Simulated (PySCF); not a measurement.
# Co²⁺: interval between two levels with spin-orbit coupling

Aim: the interval between two levels of cobalt from differences of total energies, at each level of theory, and how far each lands from the tabulated value where there is one.

The numbers are computed with PySCF 2.14.0 (two-component X2C-1e, generalised determinants), except any that are marked as measured or tabulated.

### Step 1. The atom as given

* Element: cobalt (Z = 27)
* Basis: x2c-TZVPall-2c with one added diffuse shell each of s, p, d type (7s8p5d1f, 63 functions)
* Hamiltonian: two-component X2C-1e, Gaussian nucleus, no Breit or QED terms; spin-orbit coupling, run by run: off; screened by Boettger's factors
* Core shells frozen in the correlated runs: [Ne] (for Co²⁺)
* State 1: Co²⁺ 3d6 4p1 6F11/2: [Ar] 3d6 4p1; 3d3/2 filled at m_j = +3/2; 3d5/2 filled at m_j = -3/2, -1/2, +1/2, +3/2, +5/2; 4p3/2 filled at m_j = +3/2
* Needed too, but not shown: Co²⁺ [Ar] 3d7 (4F)
* Methods: GHF, GMP2

The outer shells:

Co2+ [Ar] 3d6 4p1
```
[Ar] core
3d [↑↓][↑ ][↑ ][↑ ][↑ ]
4p [↑ ][  ][  ]
```

All steps ran in one process of a driver on top of PySCF, which takes the settings above as its task.

It was started by

```sh
$ OMP_NUM_THREADS=1 python sorun2.py TASK.json OUT
```

The integrals over 63 functions and the set-up took 0.71 s of CPU time.

### Step 2. Co²⁺ 3d6 4p1 6F11/2

GHF (spin-free):

Standard output:

```text
cycle= 1 E= -1390.5969723744  delta_E= -1.39e+03  |FDS-SDF|= 0.0391
cycle= 2 E= -1390.6173916228  delta_E= -0.0204  |FDS-SDF|= 0.0175
cycle= 3 E= -1390.6204625153  delta_E= -0.00307  |FDS-SDF|= 0.00432
cycle= 4 E= -1390.6209359488  delta_E= -0.000473  |FDS-SDF|= 0.000819
cycle= 5 E= -1390.6209587621  delta_E= -2.28e-05  |FDS-SDF|= 9.2e-05
cycle= 6 E= -1390.6209589739  delta_E= -2.12e-07  |FDS-SDF|= 1.47e-05
cycle= 7 E= -1390.6209589794  delta_E= -5.55e-09  |FDS-SDF|= 2.31e-06
cycle= 8 E= -1390.6209589796  delta_E= -2.19e-10  |FDS-SDF|= 5.49e-07
```

It took 0.85 s on 1 thread of Neoverse-V1, shared host, the integrals not counted.

Occupied spinors (without spin-orbit coupling the j labels only name the start):

| spinor shell | electrons | mean energy (eV) | weight of the nominal j | rms radius (bohr) |
| --- | --- | --- | --- | --- |
| 1s1/2 | 2 | -7804.8 | 1.000 | 0.0649 |
| 2s1/2 | 2 | -993.94 | 1.000 | 0.276 |
| 2p3/2 | 4 | -851.46 | 0.833 | 0.249 |
| 2p1/2 | 2 | -851.66 | 0.667 | 0.249 |
| 3s1/2 | 2 | -153.54 | 1.000 | 0.825 |
| 3p3/2 | 4 | -109.39 | 0.833 | 0.875 |
| 3p1/2 | 2 | -110.85 | 0.667 | 0.876 |
| 3d5/2 | 5 | -47.917 | 0.600 | 1.04 |
| 3d3/2 | 1 | -41.306 | 0.800 | 1.08 |
| 4p3/2 | 1 | -20.184 | 1.000 | 3.02 |

M_J = 11/2, ⟨J²⟩ = 35.755, ⟨L²⟩ = 12.003, ⟨S²⟩ = 8.751.

GMP2 (spin-free):

The driver printed no log here.

It took 0.37 s on 1 thread of Neoverse-V1, shared host, the integrals not counted.

With 15 electrons correlated and 6 very high virtual spinors dropped, the MP2 correlation energy is -0.36471 hartree. Largest pairs: 3d5/2-3p3/2 -0.0895, 3d5/2-3d5/2 -0.0528, 3d3/2-3d5/2 -0.0381, 3d5/2-3p1/2 -0.0327, 3p3/2-3p3/2 -0.0290.

GHF (screened spin-orbit):

Standard output:

```text
cycle= 1 E= -1390.6239528897  delta_E= -1.39e+03  |FDS-SDF|= 0.0392
cycle= 2 E= -1390.6440624589  delta_E= -0.0201  |FDS-SDF|= 0.0174
cycle= 3 E= -1390.6471103838  delta_E= -0.00305  |FDS-SDF|= 0.00441
cycle= 4 E= -1390.6476039388  delta_E= -0.000494  |FDS-SDF|= 0.00114
cycle= 5 E= -1390.6476568343  delta_E= -5.29e-05  |FDS-SDF|= 0.000665
cycle= 6 E= -1390.6476833972  delta_E= -2.66e-05  |FDS-SDF|= 0.000513
cycle= 7 E= -1390.6477216132  delta_E= -3.82e-05  |FDS-SDF|= 0.000145
cycle= 8 E= -1390.6477238579  delta_E= -2.24e-06  |FDS-SDF|= 7.27e-05
cycle= 9 E= -1390.6477242955  delta_E= -4.38e-07  |FDS-SDF|= 4.33e-05
cycle= 10 E= -1390.6477245074  delta_E= -2.12e-07  |FDS-SDF|= 1.39e-05
cycle= 11 E= -1390.6477245233  delta_E= -1.59e-08  |FDS-SDF|= 8.29e-06
cycle= 12 E= -1390.6477245285  delta_E= -5.17e-09  |FDS-SDF|= 6.24e-06
cycle= 13 E= -1390.6477245346  delta_E= -6.14e-09  |FDS-SDF|= 2.13e-06
cycle= 14 E= -1390.6477245351  delta_E= -5.03e-10  |FDS-SDF|= 6.02e-07
```

It took 1.3 s on 1 thread of Neoverse-V1, shared host, the integrals not counted.

The outer occupied spinors:

```
spinor shell  electrons  mean energy (eV)  weight of the nominal j  rms radius (bohr)
       2p1/2          2           -862.18                    0.987              0.247
       2p3/2          4           -846.32                    0.993              0.249
       3s1/2          2           -153.54                    1.000              0.825
       3p3/2          4           -109.08                    0.830              0.877
       3p1/2          2           -111.56                    0.660              0.873
       3d5/2          5           -47.925                    0.586               1.04
       3d3/2          1           -41.414                    0.788               1.08
       4p3/2          1           -20.139                    1.000               3.02
```

M_J = 11/2, ⟨J²⟩ = 35.755, ⟨L²⟩ = 12.016, ⟨S²⟩ = 8.745. Rows whose weight is well below 1 mix j = l ± 1/2: exchange competes with spin-orbit coupling there.

GMP2 (screened spin-orbit):

The driver printed no log here.

It took 0.37 s on 1 thread of Neoverse-V1, shared host, the integrals not counted.

With 15 electrons correlated and 6 very high virtual spinors dropped, the MP2 correlation energy is -0.36464 hartree. Largest pairs: 3d5/2-3p3/2 -0.0896, 3d5/2-3d5/2 -0.0529, 3d3/2-3d5/2 -0.0381, 3d5/2-3p1/2 -0.0327, 3p3/2-3p3/2 -0.0289.

### Step 3. The energy differences

Interval between two levels: Co²⁺ [Ar] 3d7 [3d3/2^2 3d5/2^5, M_J = 9/2] → Co²⁺ [Ar] 3d6 4p1 [3d3/2^1 3d5/2^5 4p3/2^1, M_J = 11/2].

| method | value (eV) |
| --- | --- |
| GHF (spin-free) | 10.977 |
| GMP2 (spin-free) | 12.571 |
| GHF (screened spin-orbit) | 11.046 |
| GMP2 (screened spin-orbit) | 12.645 |

The differences also use runs on Co²⁺ [Ar] 3d7 (4F), which are not shown here.

### Step 4. What came out

| quantity | value |
| --- | --- |
| interval between two levels, Co²⁺ → 3d6 4p1 6F11/2 | GHF (spin-free) 10.977, GMP2 (screened spin-orbit) 12.645 eV |

The methods span 1.669 eV, from GHF (spin-free) (10.977) to GMP2 (screened spin-orbit) (12.645). No reference value is at hand in this session. Spin-orbit coupling moves the difference by +0.074 eV at GMP2. All values hold for this basis alone; no basis-set limit was taken.
